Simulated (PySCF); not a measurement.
# C8H22GeN2 (GeH2(NHtBu)2): the cost of one run

Programs: PySCF 2.14.0, with density-fitted response routines of our own. Each step states its level of theory. These are calculated values for one molecule in the gas phase, unless marked as measured. Atoms are numbered from 0 throughout.

### 1 Starting geometry

33 atoms, charge 0, multiplicity 1; geometry from: GFN2-xTB. The atoms were then displaced at random by about 0.03 Å, so the start is not that level's minimum.

Bonds of the start (Å): Ge0–H1 1.51, Ge0–H2 1.42, Ge0–N3 1.86, Ge0–N18 1.80, N3–C4 1.43, N3–H8 0.96, C4–C5 1.54, C4–C6 1.50, C4–C7 1.54, C5–H9 1.08, C5–H10 1.10, C5–H11 1.06, C6–H12 1.12, C6–H13 1.12, C6–H14 1.13, C7–H15 1.05, C7–H16 1.11, C7–H17 1.11, N18–C19 1.39, N18–H23 1.03, C19–C20 1.50, C19–C21 1.58, C19–C22 1.62, C20–H24 1.16, C20–H25 1.14, C20–H26 1.05, C21–H27 1.09, C21–H28 1.04, C21–H29 1.14, C22–H30 1.12 and more.

### 2 Optimising the geometry at PBE0-D3(BJ)/def2-SVP

Job settings and geometry (Å):

```
{"job": {"xc": "PBE0", "basis": "def2-SVP", "d3": "d3bj", "grid": 1, "maxiter": 40, "shake": 0.03, "kind": "geom"}, "charge": 0, "multiplicity": 1}
Ge     0.574550    -0.063060     0.541440
H      0.254050    -0.183220     2.009270
H      1.941590     0.222490     0.303810
N     -0.485370     1.333900    -0.077660
C     -0.609270     2.705440     0.302630
C      0.612640     3.494570    -0.204080
C     -1.847640     3.356680    -0.229990
C     -0.579400     2.816060     1.842720
H     -0.715650     1.277350    -1.012390
H      0.585280     4.517360     0.133600
H      1.505620     3.018740     0.224920
H      0.675690     3.432720    -1.263510
H     -1.951320     3.364170    -1.347460
H     -2.007890     4.407680     0.106840
H     -2.762330     2.785700     0.121680
H      0.307490     2.459700     2.285080
H     -1.437160     2.227010     2.234420
H     -0.785880     3.844160     2.205720
N     -0.019130    -1.365950    -0.546480
C      0.348120    -2.709460    -0.503460
C     -0.183400    -3.464940     0.677510
C     -0.056600    -3.474470    -1.823560
C      1.969060    -2.731750    -0.551100
H     -1.027410    -1.295280    -0.732170
H      0.241050    -4.539330     0.724790
H      0.184240    -2.938740     1.615110
H     -1.233510    -3.495730     0.749850
H     -1.144690    -3.388090    -1.792440
H      0.274800    -4.463030    -1.862530
H      0.267400    -2.841720    -2.713310
H      2.290710    -2.360540     0.458990
H      2.362520    -2.208970    -1.356560
H      2.307550    -3.751260    -0.557400
```

Run with:

```sh
$ OMP_NUM_THREADS=2 python probes_run.py task.json out
```

One launch serves the whole session: the jobs run in the order shown.

Q: Estimate the wall time and peak memory of this first job on 2 threads of AMD EPYC 7B13, shared host.

About 4.7 min, with a peak of 2.3 GiB.
